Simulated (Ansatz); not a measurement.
# AuCH3 (singlet): from Hartree-Fock to the top rungs at a displaced geometry (v1), def2-SVP

Aim: climb from Hartree-Fock through coupled cluster and multireference methods for AuCH3 (singlet) at one geometry and basis, and see what each rung misses.

Computed with Ansatz 0.2.0, Gaussian basis. Level: def2-SVP, core rule «outside noble gas», up to 5 orbitals frozen.

Plan: UHF; CCSD(T) on RHF; CISD; CCSDT(Q) on RHF; CASSCF and NEVPT2, 8 electrons in 8 orbitals.

4 further runs of the same task are left out: 2 that didn't finish, 2 set aside as unsound or not needed.

### Step 1. The geometry

The geometry is a PBE0/def2-TZVP stationary point (not a proven minimum) with its atoms shifted at random (size 0.040 Å). No spin-orbit coupling is included. Elements past krypton take def2 core potentials.

5 atoms, charge 0, spin multiplicity 1.

Atoms are counted from 1 here; the program's logs count them from 0.

Bond lengths: Au1–C2 2.010 Å, C2–H3 1.050 Å, C2–H4 1.061 Å, C2–H5 1.125 Å. Angles: Au1–C2–H3 111.5°, Au1–C2–H4 104.5°, Au1–C2–H5 102.0°, H3–C2–H4 113.2°, H3–C2–H5 109.4°, H4–C2–H5 115.7°.

Coordinates:

```xyz
5

Au   -0.1467    0.0019    0.0023
C     1.8633   -0.0293   -0.0211
H     2.2323   -1.0112   -0.0606
H     2.1467    0.4885    0.8610
H     2.0933    0.4957   -0.9895
```

### Step 2. UHF

Input file in.yaml:

```yaml
crystal:
  periodic: [false, false, false]
  atoms:
    - {symbol: Au, position_ang: [-0.146743, 0.001927, 0.002256]}
    - {symbol: C, position_ang: [1.863324, -0.029340, -0.021130]}
    - {symbol: H, position_ang: [2.232275, -1.011154, -0.060551]}
    - {symbol: H, position_ang: [2.146674, 0.488464, 0.860969]}
    - {symbol: H, position_ang: [2.093279, 0.495733, -0.989533]}
basis:
  gaussian: {orbitals: def2-SVP}
magnetization: {spin_polarized: true, initial_magnetization: 0}
hamiltonian: {xc: hf}
output: {orbitals: {seedname: orbitals}}
```

Run with:

```console
ansatz run in.yaml --threads 1 --pin off --events-out ev --progress --plain --max-ram 2393MiB
```

After this run come: CCSD(T) on RHF; CISD; CCSDT(Q) on RHF; CASSCF and NEVPT2, 8 electrons in 8 orbitals.

Q: Predict the results of all the runs planned. Wanted: RCCSDT(Q) below the RHF energy; RMP2 from RCCSDT(Q); RCCSD from RCCSDT(Q); RCCSD(T) from RCCSDT(Q); NEVPT2 frontier from RCCSDT(Q); T1 diagnostic.

As calculated:

```
                         quantity             value
   RCCSDT(Q) below the RHF energy       -12.3455 eV
              RMP2 from RCCSDT(Q)        +261.2 meV
             RCCSD from RCCSDT(Q)        +345.3 meV
          RCCSD(T) from RCCSDT(Q)         +22.2 meV
   NEVPT2 frontier from RCCSDT(Q)        +406.3 meV
levels within 1 kcal/mol (43 meV)  RCCSD(T), RCCSDT
                    T1 diagnostic             0.023
```

**Reading.** RCCSD(T) misses by +22.2 meV, 0.2 % of the correlation energy. These misses are within one basis, not against nature.
